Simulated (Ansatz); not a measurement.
# YNb6Sn6: a short molecular-dynamics run

Aim: set YNb6Sn6 (a randomly packed cell, 13 atoms, not relaxed) in motion for 60 steps of 1 fs under a Langevin thermostat at 1200 K, and see how temperature, energy and positions respond.

All numbers below are computed with Ansatz 0.2.0 (DFT PBE, plane waves, PAW, scalar-relativistic, no spin polarisation).

## (1) The system as given

The cell holds 13 atoms (Nb6Sn6Y): a = 6.309 Å, b = 6.658 Å, c = 7.042 Å, α = 82.37°, β = 96.87°, γ = 95.86°.

As a file:

```xyz
13
Lattice="6.1684 -0.9665 -0.9025 0.3019 6.6444 -0.2982 0.3447 1.2320 6.9252" Properties=species:S:1:pos:R:3 pbc="T T T"
Y     3.9020    2.4193    0.7043
Nb    4.3823    0.3037    3.6755
Nb    5.6064    4.5625    2.0111
Nb    1.4778    0.5134    3.7135
Nb    5.1776    0.0444   -0.7586
Nb    2.1784    4.2621    3.0260
Nb    2.1247    2.0509    6.0981
Sn    1.9363    4.8336    5.7542
Sn    6.1691    2.4490    3.7198
Sn    5.4770    4.6841    5.0962
Sn    0.8994    5.4835    0.5488
Sn    3.5061    5.3202    0.3214
Sn    1.0906    2.1888    1.5261
```

## (2) The run

input.yaml

```yaml
crystal:
  lattice:
    - [6.168363, -0.966465, -0.902515]
    - [0.301882, 6.644433, -0.298202]
    - [0.344664, 1.231983, 6.925245]
  atoms:
    - { symbol: "Y", position: [0.601219, 0.414867, 0.197911] }
    - { symbol: Nb, position: [0.674402, 0.028862, 0.619871] }
    - { symbol: Nb, position: [0.849001, 0.729964, 0.432477] }
    - { symbol: Nb, position: [0.207943, 0.003041, 0.56346] }
    - { symbol: Nb, position: [0.832909, 0.127005, 0.004479] }
    - { symbol: Nb, position: [0.296198, 0.59164, 0.501034] }
    - { symbol: Nb, position: [0.284012, 0.178422, 0.925258] }
    - { symbol: Sn, position: [0.235112, 0.597151, 0.887262] }
    - { symbol: Sn, position: [0.943701, 0.380405, 0.6765] }
    - { symbol: Sn, position: [0.806974, 0.661115, 0.869523] }
    - { symbol: Sn, position: [0.098761, 0.816041, 0.127251] }
    - { symbol: Sn, position: [0.51848, 0.848214, 0.1505] }
    - { symbol: Sn, position: [0.147803, 0.30406, 0.252717] }
kpoints:
  mp_grid: { grid: [3, 2, 2] }
magnetization:
  spin_polarized: false
scf:
  occupations: { method: cold, width: 0.15 }
hamiltonian:
  pseudopotentials: { kind: paw }
  xc: pbe
basis:
  ecutwfc: 420
  ecutrho_ratio: 9
md:
  timestep: 1.0
  n_steps: 60
  ensemble: nvt_langevin
  temperature: 1200.0
  initial_velocities: maxwell_boltzmann
  seed: 399761
```

Run with:

```bash
> ansatz run input.yaml --threads 2 --pin off --max-ram 2560MiB --backend cpu --events-out ev --progress --plain --runs-dir out
```

The program printed:

```text
Warning: md: disabling space-group detection — thermal motion breaks the input geometry's symmetry, so no spatial operation reduces the k-mesh or symmetrises the density; time reversal is kept, so that k and −k are solved as one point where they differ and the mesh holds both, and exact exchange and, on two spinor components, a DFT+U term hold to it where the run has them: on two components no moment then forms, and a state that bears one, which a typed moment (crystal.atoms[].spin; refused beside efield: under a hybrid functional) reaches, can lie lower, under hf by electronvolts; crystal.symmetry.detect: false (a key that needs symmetry detection or time reversal refuses this as the deck is read) with time_reversal: false beside it drops time reversal too
Warning: RAYON_NUM_THREADS=2 ignored (pool sized by the plan → 2); use --threads N
Engine: ansatz 0.2.0, aarch64-unknown-linux-gnu
Pseudopotentials: kind: paw
Pseudopotential: Y, paw, valence charge 11, recommended cutoff 420 eV (normal), Y.paw.azcp
Pseudopotential: Nb, paw, valence charge 13, recommended cutoff 420 eV (normal), Nb.paw.azcp
Pseudopotential: Sn, paw, valence charge 14, recommended cutoff 420 eV (normal), Sn.paw.azcp
Functional definition: PBE
  parameter kappa = 0.804
  parameter beta = 0.06672455060314922
  exchange = pbe_x(kappa = kappa, mu = beta*pi^2/3)
  correlation = pbe_c(beta = beta)
Crystal: 13 atoms, lattice volume = 289.950 Å³
Basis set: ecut = 420 eV, 5667 PW (Γ), exchange–correlation on 128×144×144 points (8 copies of the dense FFT grid, shifted against one another)
Bands: 104, of which v1, the nominal top of the filled ones, is band 87 counted from 1 (86 counted from 0)
Symmetry: 1 space group operations
k-points: 8 of 12 (time reversal used)
Non-local potential: Y, projectors of the file, l = 0: 3, l = 1: 2, l = 2: 2, l = 3: 1
Non-local potential: Nb, projectors of the file, l = 0: 3, l = 1: 2, l = 2: 2, l = 3: 1
Non-local potential: Sn, projectors of the file, l = 0: 2, l = 1: 2, l = 2: 2, l = 3: 2
PAW form: soft (Blöchl's): semilocal exchange-correlation on the pseudo side does not see the compensation charge
PAW one-centre angular grid: Y, 590 points (default); XC on 64 Gauss nodes
PAW one-centre angular grid: Nb, 590 points (default); XC on 64 Gauss nodes
PAW one-centre angular grid: Sn, 590 points (default); XC on 64 Gauss nodes
Initial density: superposition of atomic densities (neutral atoms: chi_scale 0, normalization atom), corrected by the library's trained network
Initial wavefunctions: pseudopotential atomic-orbital guess
Functional: x = pbe(κ = 0.804, μ = 0.2195149727645171), c = pbe(β = 0.06672455060314922)
SCF iter   1: F=—  HF=-67299.072040 eV  |F-HF|=—  |Δ(HF+E_count)|=         —  Δρ=6.34e-3  dr2=1.74e-1  ethr=1.77e-3  ⟨swp⟩=6.0  Hψ=3012  notcnv=0
preconditioner: auto → Kerker (q_TF=auto, 2.503 Å⁻¹)  [metal: Δε(μ)=0.053 eV  Ē_g=14.510 eV  σ=0.150 eV  W_gap=0.24  n_scr=80 (ndim 8)  ℏωp=24.2 eV  f_vac=0.000  D(μ)=12.57/eV (n_scr^D=102)]
SCF iter   2: F=—  HF=-67299.060600 eV  |F-HF|=—  |Δ(HF+E_count)|=   1.14e-2  S|Δr|=    0.00e0  Δρ=3.53e-3  dr2=5.40e-2  ethr=1.00e-4  ⟨swp⟩=1.0  Hψ=960  notcnv=0
SCF iter   3: F=—  HF=-67299.055271 eV  |F-HF|=—  |Δ(HF+E_count)|=   5.33e-3  S|Δr|=    0.00e0  Δρ=6.02e-4  dr2=1.69e-3  ethr=3.12e-5  ⟨swp⟩=2.0  Hψ=956  notcnv=0
SCF iter   4: F=—  HF=-67299.055181 eV  |F-HF|=—  |Δ(HF+E_count)|=   9.07e-5  S|Δr|=    0.00e0  Δρ=1.74e-4  dr2=1.56e-4  ethr=9.77e-7  ⟨swp⟩=2.0  Hψ=1008  notcnv=0
SCF iter   5: F=—  HF=-67299.055170 eV  |F-HF|=—  |Δ(HF+E_count)|=   1.08e-5  S|Δr|=    0.00e0  Δρ=5.91e-5  dr2=2.09e-5  ethr=9.04e-8  ⟨swp⟩=2.0  Hψ=1049  notcnv=0
SCF iter   6: F=—  HF=-67299.055159 eV  |F-HF|=—  |Δ(HF+E_count)|=   1.05e-5  S|Δr|=    0.00e0  Δρ=2.08e-5  dr2=3.00e-6  ethr=1.21e-8  ⟨swp⟩=2.0  Hψ=986  notcnv=0
SCF iter   7: F=—  HF=-67299.055183 eV  |F-HF|=—  |Δ(HF+E_count)|=   2.41e-5  S|Δr|=    0.00e0  Δρ=7.05e-6  dr2=4.01e-7  ethr=1.73e-9  ⟨swp⟩=2.0  Hψ=1049  notcnv=0
SCF iter   8: F=—  HF=-67299.055183 eV  |F-HF|=—  |Δ(HF+E_count)|=   9.26e-9  S|Δr|=    0.00e0  Δρ=2.24e-6  dr2=3.33e-8  ethr=2.32e-10  ⟨swp⟩=2.0  Hψ=995  notcnv=0
SCF iter   9: F=-67299.055183 eV  HF=-67299.055183 eV  |F-HF|=1.18e-9  |Δ(HF+E_count)|=  1.31e-10  S|Δr|=    0.00e0  Δρ=6.95e-7  dr2=2.86e-9  ethr=7.51e-12  ⟨swp⟩=4.5  Hψ=2522  notcnv=0
SCF 1 converged in 9 iterations: F = -67299.055183 eV  dr2 = 2.86e-9
md step     0: t =     0.00 fs  T =  1107.7 K  F+E_penalty+E_count = -67299.05518342 eV  E_kin = 1.861344 eV  (9 SCF iters)
Initial density: handed on by an earlier stage of this run
Initial wavefunctions: those handed on with the density
iter 1 solved again at ethr=3.34e-6 eV; its pass at ethr=3.10e-3 eV (dr2=5.77e-3 eV) is discarded
SCF iter   1: F=—  HF=-67299.053270 eV  |F-HF|=—  |Δ(HF+E_count)|=         —  Δρ=7.94e-4  dr2=6.08e-3  ethr=3.34e-6  ⟨swp⟩=2.0  Hψ=3608  notcnv=0
preconditioner: auto → Kerker (q_TF=auto, 2.503 Å⁻¹)  [metal: Δε(μ)=0.053 eV  Ē_g=14.481 eV  σ=0.150 eV  W_gap=0.24  n_scr=80 (ndim 8)  ℏωp=24.2 eV  f_vac=0.000  D(μ)=13.19/eV (n_scr^D=110)]
SCF iter   2: F=—  HF=-67299.052879 eV  |F-HF|=—  |Δ(HF+E_count)|=   3.91e-4  S|Δr|=    0.00e0  Δρ=4.24e-4  dr2=1.62e-3  ethr=3.34e-6  ⟨swp⟩=1.0  Hψ=832  notcnv=0
SCF iter   3: F=—  HF=-67299.052717 eV  |F-HF|=—  |Δ(HF+E_count)|=   1.63e-4  S|Δr|=    0.00e0  Δρ=6.99e-5  dr2=2.94e-5  ethr=9.39e-7  ⟨swp⟩=1.8  Hψ=844  notcnv=0
SCF iter   4: F=—  HF=-67299.052726 eV  |F-HF|=—  |Δ(HF+E_count)|=   9.45e-6  S|Δr|=    0.00e0  Δρ=1.92e-5  dr2=1.49e-6  ethr=1.70e-8  ⟨swp⟩=2.1  Hψ=1123  notcnv=0
SCF iter   5: F=—  HF=-67299.052748 eV  |F-HF|=—  |Δ(HF+E_count)|=   2.17e-5  S|Δr|=    0.00e0  Δρ=6.92e-6  dr2=2.75e-7  ethr=8.60e-10  ⟨swp⟩=2.0  Hψ=1134  notcnv=0
SCF iter   6: F=—  HF=-67299.052748 eV  |F-HF|=—  |Δ(HF+E_count)|=   2.81e-8  S|Δr|=    0.00e0  Δρ=1.97e-6  dr2=2.12e-8  ethr=1.59e-10  ⟨swp⟩=2.0  Hψ=1040  notcnv=0
SCF iter   7: F=-67299.052748 eV  HF=-67299.052748 eV  |F-HF|=3.64e-10  |Δ(HF+E_count)|=  1.16e-10  S|Δr|=    0.00e0  Δρ=6.00e-7  dr2=1.68e-9  ethr=7.51e-12  ⟨swp⟩=4.0  Hψ=2494  notcnv=0
SCF 2 converged in 7 iterations: F = -67299.052748 eV  dr2 = 1.68e-9
md step     1: t =     1.00 fs  T =  1018.1 K  F+E_penalty+E_count = -67299.05274768 eV  E_kin = 1.710839 eV  (7 SCF iters)
iter 1 solved again at ethr=3.21e-6 eV; its pass at ethr=3.10e-3 eV (dr2=5.55e-3 eV) is discarded
SCF iter   1: F=—  HF=-67299.055308 eV  |F-HF|=—  |Δ(HF+E_count)|=         —  Δρ=7.87e-4  dr2=5.79e-3  ethr=3.21e-6  ⟨swp⟩=2.0  Hψ=3608  notcnv=0
preconditioner: auto → Kerker (q_TF=auto, 2.503 Å⁻¹)  [metal: Δε(μ)=0.053 eV  Ē_g=14.479 eV  σ=0.150 eV  W_gap=0.24  n_scr=80 (ndim 8)  ℏωp=24.2 eV  f_vac=0.000  D(μ)=13.23/eV (n_scr^D=110)]
SCF iter   2: F=—  HF=-67299.054934 eV  |F-HF|=—  |Δ(HF+E_count)|=   3.73e-4  S|Δr|=    0.00e0  Δρ=4.21e-4  dr2=1.54e-3  ethr=3.21e-6  ⟨swp⟩=1.0  Hψ=832  notcnv=0
SCF iter   3: F=—  HF=-67299.054787 eV  |F-HF|=—  |Δ(HF+E_count)|=   1.48e-4  S|Δr|=    0.00e0  Δρ=6.89e-5  dr2=2.71e-5  ethr=8.88e-7  ⟨swp⟩=1.8  Hψ=846  notcnv=0
SCF iter   4: F=—  HF=-67299.054780 eV  |F-HF|=—  |Δ(HF+E_count)|=   7.08e-6  S|Δr|=    0.00e0  Δρ=1.88e-5  dr2=1.40e-6  ethr=1.56e-8  ⟨swp⟩=2.2  Hψ=1194  notcnv=0
SCF iter   5: F=—  HF=-67299.054809 eV  |F-HF|=—  |Δ(HF+E_count)|=   2.88e-5  S|Δr|=    0.00e0  Δρ=6.72e-6  dr2=2.55e-7  ethr=8.08e-10  ⟨swp⟩=2.0  Hψ=1117  notcnv=0
```

## (3) The log goes on

The log, continued:

```text
SCF iter   6: F=—  HF=-67299.054809 eV  |F-HF|=—  |Δ(HF+E_count)|=   2.44e-8  S|Δr|=    0.00e0  Δρ=1.92e-6  dr2=2.02e-8  ethr=1.47e-10  ⟨swp⟩=2.0  Hψ=1037  notcnv=0
SCF iter   7: F=-67299.054809 eV  HF=-67299.054809 eV  |F-HF|=3.20e-10  |Δ(HF+E_count)|=  1.60e-10  S|Δr|=    0.00e0  Δρ=5.85e-7  dr2=1.57e-9  ethr=7.51e-12  ⟨swp⟩=4.0  Hψ=2491  notcnv=0
SCF 3 converged in 7 iterations: F = -67299.054809 eV  dr2 = 1.57e-9
md step     2: t =     2.00 fs  T =  1118.8 K  F+E_penalty+E_count = -67299.05480858 eV  E_kin = 1.880079 eV  (7 SCF iters)
[... from here on, the SCF cycles and remarks between the steps are left out ...]
md step     3: t =     3.00 fs  T =  1112.7 K  F+E_penalty+E_count = -67299.06055444 eV  E_kin = 1.869691 eV  (7 SCF iters)
md step     4: t =     4.00 fs  T =  1152.6 K  F+E_penalty+E_count = -67299.06859736 eV  E_kin = 1.936869 eV  (7 SCF iters)
md step     5: t =     5.00 fs  T =  1179.8 K  F+E_penalty+E_count = -67299.07975808 eV  E_kin = 1.982485 eV  (4 SCF iters)
md step     6: t =     6.00 fs  T =  1168.5 K  F+E_penalty+E_count = -67299.10024811 eV  E_kin = 1.963499 eV  (5 SCF iters)
md step     7: t =     7.00 fs  T =  1093.5 K  F+E_penalty+E_count = -67299.13019378 eV  E_kin = 1.837572 eV  (5 SCF iters)
md step     8: t =     8.00 fs  T =  1109.5 K  F+E_penalty+E_count = -67299.16469900 eV  E_kin = 1.864367 eV  (4 SCF iters)
md step     9: t =     9.00 fs  T =  1097.6 K  F+E_penalty+E_count = -67299.20344720 eV  E_kin = 1.844340 eV  (5 SCF iters)
md step    10: t =    10.00 fs  T =  1119.4 K  F+E_penalty+E_count = -67299.24486812 eV  E_kin = 1.881078 eV  (7 SCF iters)
md step    11: t =    11.00 fs  T =  1104.4 K  F+E_penalty+E_count = -67299.28799196 eV  E_kin = 1.855835 eV  (4 SCF iters)
md step    12: t =    12.00 fs  T =  1194.2 K  F+E_penalty+E_count = -67299.33486916 eV  E_kin = 2.006633 eV  (5 SCF iters)
md step    13: t =    13.00 fs  T =  1307.0 K  F+E_penalty+E_count = -67299.38592441 eV  E_kin = 2.196332 eV  (4 SCF iters)
md step    14: t =    14.00 fs  T =  1344.8 K  F+E_penalty+E_count = -67299.44198346 eV  E_kin = 2.259785 eV  (5 SCF iters)
md step    15: t =    15.00 fs  T =  1455.3 K  F+E_penalty+E_count = -67299.50474886 eV  E_kin = 2.445436 eV  (4 SCF iters)
md step    16: t =    16.00 fs  T =  1463.9 K  F+E_penalty+E_count = -67299.57332155 eV  E_kin = 2.459941 eV  (5 SCF iters)
md step    17: t =    17.00 fs  T =  1522.5 K  F+E_penalty+E_count = -67299.64865735 eV  E_kin = 2.558430 eV  (5 SCF iters)
md step    18: t =    18.00 fs  T =  1590.8 K  F+E_penalty+E_count = -67299.73181113 eV  E_kin = 2.673081 eV  (4 SCF iters)
md step    19: t =    19.00 fs  T =  1655.0 K  F+E_penalty+E_count = -67299.81932827 eV  E_kin = 2.781066 eV  (4 SCF iters)
md step    20: t =    20.00 fs  T =  1693.9 K  F+E_penalty+E_count = -67299.90733204 eV  E_kin = 2.846454 eV  (6 SCF iters)
md step    21: t =    21.00 fs  T =  1695.0 K  F+E_penalty+E_count = -67299.99403468 eV  E_kin = 2.848177 eV  (4 SCF iters)
md step    22: t =    22.00 fs  T =  1823.4 K  F+E_penalty+E_count = -67300.08284713 eV  E_kin = 3.063974 eV  (4 SCF iters)
md step    23: t =    23.00 fs  T =  1840.9 K  F+E_penalty+E_count = -67300.17414767 eV  E_kin = 3.093478 eV  (5 SCF iters)
md step    24: t =    24.00 fs  T =  1922.4 K  F+E_penalty+E_count = -67300.27059380 eV  E_kin = 3.230307 eV  (5 SCF iters)
md step    25: t =    25.00 fs  T =  2024.4 K  F+E_penalty+E_count = -67300.37337564 eV  E_kin = 3.401699 eV  (5 SCF iters)
md step    26: t =    26.00 fs  T =  2079.8 K  F+E_penalty+E_count = -67300.47816083 eV  E_kin = 3.494890 eV  (4 SCF iters)
md step    27: t =    27.00 fs  T =  2239.8 K  F+E_penalty+E_count = -67300.58421745 eV  E_kin = 3.763691 eV  (5 SCF iters)
md step    28: t =    28.00 fs  T =  2369.9 K  F+E_penalty+E_count = -67300.69260824 eV  E_kin = 3.982350 eV  (4 SCF iters)
md step    29: t =    29.00 fs  T =  2354.8 K  F+E_penalty+E_count = -67300.80249988 eV  E_kin = 3.956974 eV  (4 SCF iters)
md step    30: t =    30.00 fs  T =  2431.0 K  F+E_penalty+E_count = -67300.91031535 eV  E_kin = 4.085036 eV  (7 SCF iters)
md step    31: t =    31.00 fs  T =  2497.2 K  F+E_penalty+E_count = -67301.01508910 eV  E_kin = 4.196235 eV  (4 SCF iters)
md step    32: t =    32.00 fs  T =  2538.4 K  F+E_penalty+E_count = -67301.11821665 eV  E_kin = 4.265537 eV  (4 SCF iters)
md step    33: t =    33.00 fs  T =  2455.0 K  F+E_penalty+E_count = -67301.22013194 eV  E_kin = 4.125295 eV  (5 SCF iters)
md step    34: t =    34.00 fs  T =  2531.2 K  F+E_penalty+E_count = -67301.32345706 eV  E_kin = 4.253296 eV  (4 SCF iters)
md step    35: t =    35.00 fs  T =  2540.2 K  F+E_penalty+E_count = -67301.43004461 eV  E_kin = 4.268550 eV  (4 SCF iters)
md step    36: t =    36.00 fs  T =  2594.3 K  F+E_penalty+E_count = -67301.53962467 eV  E_kin = 4.359376 eV  (5 SCF iters)
md step    37: t =    37.00 fs  T =  2582.5 K  F+E_penalty+E_count = -67301.64956454 eV  E_kin = 4.339512 eV  (4 SCF iters)
md step    38: t =    38.00 fs  T =  2649.3 K  F+E_penalty+E_count = -67301.75535196 eV  E_kin = 4.451825 eV  (4 SCF iters)
md step    39: t =    39.00 fs  T =  2714.2 K  F+E_penalty+E_count = -67301.85766414 eV  E_kin = 4.560954 eV  (5 SCF iters)
md step    40: t =    40.00 fs  T =  2770.1 K  F+E_penalty+E_count = -67301.95661072 eV  E_kin = 4.654805 eV  (7 SCF iters)
md step    41: t =    41.00 fs  T =  2906.0 K  F+E_penalty+E_count = -67302.05224373 eV  E_kin = 4.883253 eV  (4 SCF iters)
md step    42: t =    42.00 fs  T =  2827.7 K  F+E_penalty+E_count = -67302.14594631 eV  E_kin = 4.751682 eV  (5 SCF iters)
md step    43: t =    43.00 fs  T =  2819.8 K  F+E_penalty+E_count = -67302.23840407 eV  E_kin = 4.738315 eV  (5 SCF iters)
md step    44: t =    44.00 fs  T =  2788.0 K  F+E_penalty+E_count = -67302.32743133 eV  E_kin = 4.684956 eV  (4 SCF iters)
md step    45: t =    45.00 fs  T =  2983.2 K  F+E_penalty+E_count = -67302.41394737 eV  E_kin = 5.012882 eV  (4 SCF iters)
md step    46: t =    46.00 fs  T =  3021.0 K  F+E_penalty+E_count = -67302.49934057 eV  E_kin = 5.076433 eV  (5 SCF iters)
md step    47: t =    47.00 fs  T =  3110.5 K  F+E_penalty+E_count = -67302.58041393 eV  E_kin = 5.226810 eV  (4 SCF iters)
md step    48: t =    48.00 fs  T =  3201.9 K  F+E_penalty+E_count = -67302.65766383 eV  E_kin = 5.380467 eV  (4 SCF iters)
md step    49: t =    49.00 fs  T =  3422.2 K  F+E_penalty+E_count = -67302.73421409 eV  E_kin = 5.750647 eV  (5 SCF iters)
md step    50: t =    50.00 fs  T =  3344.7 K  F+E_penalty+E_count = -67302.80770989 eV  E_kin = 5.620360 eV  (7 SCF iters)
md step    51: t =    51.00 fs  T =  3284.0 K  F+E_penalty+E_count = -67302.87399471 eV  E_kin = 5.518389 eV  (5 SCF iters)
md step    52: t =    52.00 fs  T =  3369.4 K  F+E_penalty+E_count = -67302.93391005 eV  E_kin = 5.661871 eV  (5 SCF iters)
md step    53: t =    53.00 fs  T =  3391.7 K  F+E_penalty+E_count = -67302.99017478 eV  E_kin = 5.699313 eV  (4 SCF iters)
md step    54: t =    54.00 fs  T =  3396.4 K  F+E_penalty+E_count = -67303.04356204 eV  E_kin = 5.707286 eV  (5 SCF iters)
md step    55: t =    55.00 fs  T =  3397.8 K  F+E_penalty+E_count = -67303.09144889 eV  E_kin = 5.709538 eV  (5 SCF iters)
md step    56: t =    56.00 fs  T =  3284.4 K  F+E_penalty+E_count = -67303.13304443 eV  E_kin = 5.519029 eV  (4 SCF iters)
md step    57: t =    57.00 fs  T =  3319.8 K  F+E_penalty+E_count = -67303.16979394 eV  E_kin = 5.578458 eV  (4 SCF iters)
md step    58: t =    58.00 fs  T =  3235.5 K  F+E_penalty+E_count = -67303.20193743 eV  E_kin = 5.436841 eV  (5 SCF iters)
md step    59: t =    59.00 fs  T =  3276.5 K  F+E_penalty+E_count = -67303.22712560 eV  E_kin = 5.505769 eV  (4 SCF iters)
iter 1 solved again at ethr=9.49e-6 eV; its pass at ethr=3.10e-3 eV (dr2=1.64e-2 eV) is discarded
SCF iter   1: F=—  HF=-67303.244981 eV  |F-HF|=—  |Δ(HF+E_count)|=         —  Δρ=1.37e-3  dr2=1.68e-2  ethr=9.49e-6  ⟨swp⟩=1.0  Hψ=4106  notcnv=0
preconditioner: auto → Kerker (q_TF=auto, 2.503 Å⁻¹)  [metal: Δε(μ)=0.048 eV  Ē_g=14.510 eV  σ=0.150 eV  W_gap=0.23  n_scr=80 (ndim 8)  ℏωp=24.2 eV  f_vac=0.000  D(μ)=10.64/eV (n_scr^D=86)]
SCF iter   2: F=—  HF=-67303.243881 eV  |F-HF|=—  |Δ(HF+E_count)|=   1.10e-3  S|Δr|=    0.00e0  Δρ=7.37e-4  dr2=4.72e-3  ethr=9.49e-6  ⟨swp⟩=1.0  Hψ=832  notcnv=0
SCF iter   3: F=—  HF=-67303.243415 eV  |F-HF|=—  |Δ(HF+E_count)|=   4.65e-4  S|Δr|=    0.00e0  Δρ=1.18e-4  dr2=7.86e-5  ethr=2.73e-6  ⟨swp⟩=2.0  Hψ=915  notcnv=0
SCF iter   4: F=—  HF=-67303.243409 eV  |F-HF|=—  |Δ(HF+E_count)|=   6.06e-6  S|Δr|=    0.00e0  Δρ=2.51e-5  dr2=3.82e-6  ethr=4.54e-8  ⟨swp⟩=2.0  Hψ=1049  notcnv=0
SCF iter   5: F=—  HF=-67303.243432 eV  |F-HF|=—  |Δ(HF+E_count)|=   2.31e-5  S|Δr|=    0.00e0  Δρ=8.06e-6  dr2=3.67e-7  ethr=2.21e-9  ⟨swp⟩=2.0  Hψ=1315  notcnv=0
SCF iter   6: F=—  HF=-67303.243432 eV  |F-HF|=—  |Δ(HF+E_count)|=   6.75e-8  S|Δr|=    0.00e0  Δρ=2.58e-6  dr2=3.63e-8  ethr=2.12e-10  ⟨swp⟩=2.0  Hψ=1300  notcnv=0
SCF iter   7: F=-67303.243432 eV  HF=-67303.243432 eV  |F-HF|=1.79e-9  |Δ(HF+E_count)|=   5.69e-9  S|Δr|=    0.00e0  Δρ=8.28e-7  dr2=3.90e-9  ethr=7.51e-12  ⟨swp⟩=4.6  Hψ=2549  notcnv=0
SCF 61 converged in 7 iterations: F = -67303.243432 eV  dr2 = 3.90e-9
md step    60: t =    60.00 fs  T =  3087.4 K  F+E_penalty+E_count = -67303.24343223 eV  E_kin = 5.187942 eV  (7 SCF iters)
SCF converged after 7 iterations
Stability not checked: this state was not tested for a lower state beside it, because cold or Methfessel-Paxton smearing, or corrected tetrahedra, fill the levels in a way that the test cannot read (fill_not_monotonic; see scf.lower_state_search)
Free energy (F): -67303.243432 eV
Harris-Foulkes:  -67303.243432 eV  (|F-HF|=1.79e-9)
Internal energy: -67303.225614 eV  (E = F + TS)
E sigma→0 (E₀):  -67303.237493 eV
Entropy (-TS):   -0.017818 eV (-1.371 meV/atom)
Fermi energy:    14.023495 eV
Step filling:    the computed levels leave a gap of 0.0291 eV = 0.2 smearing widths at the electron count; against every level under it full and every level over it empty, smearing changes F+E_penalty+E_count by -6.558 meV and its σ→0 estimate by -0.619 meV
--- Per-component energies (eV) ---
  E_band       = -1020.427344
  E_kinetic    = 3806.745154
  E_local      = -10463.332129  (includes V_loc(G=0)·N_el)
  E_nonlocal   = 586.843446
  E_hartree    = 4975.575298
  E_xc         = -3522.432118
  E_vxc        = -2055.116518  (∫ρ·V_xc dr)
  E_paw        = -46094.994149  (= ΣΔE_a)
  E_vpaw       = -2846.715872  (= ΣTr[D̂ρ^β])
  E_aug_tail   = 0.000004  (compensation charges beyond the density's cutoff)
  E_ewald      = -16591.631119
  E_smearing   = -0.017818  (= −TS)
  E_closure    = 0.000000  (closes the sum)
  Σ components = -67303.243432   (vs F -67303.243432, Δ=0.00e0)
--- Forces (eV/Å), atoms counted from 1 ---
  atom   1  Y     -0.55183130    -0.00072763    -0.09032830
  atom   2  Nb    -1.58484678    -0.38678810     1.28541565
  atom   3  Nb     1.46431461    -0.97123288     0.49126335
  atom   4  Nb    -0.15715627    -0.06218454     0.05764042
  atom   5  Nb    -0.38548401     0.37758375    -1.20540290
  atom   6  Nb     0.35097862    -0.82991899     1.62310754
  atom   7  Nb    -0.15518272     0.13990837    -0.25721200
  atom   8  Sn     0.07767079     0.00394897    -0.46041466
  atom   9  Sn     0.82327464     0.50650790     0.10828629
  atom  10  Sn    -0.04108515     0.09395113    -0.24551563
  atom  11  Sn    -0.00771390     0.44136304    -0.22789554
  atom  12  Sn    -0.46572228     1.20820581    -0.92614392
  atom  13  Sn     0.63278808    -0.52065173    -0.15277472
  max |Σ_I F_I| component: 3.49e-5 eV/Å
--- MD trajectory: 60 steps, t = 0.0 → 60.0 fs ---
  final state: T = 3087.4 K   F+E_penalty+E_count = -67303.24343223 eV   E_kin = 5.187942 eV
```

Wall time 15 min (2 threads of an Arm CPU, shared host); peak memory 1.3 GiB.

[end of part 1 of 2]
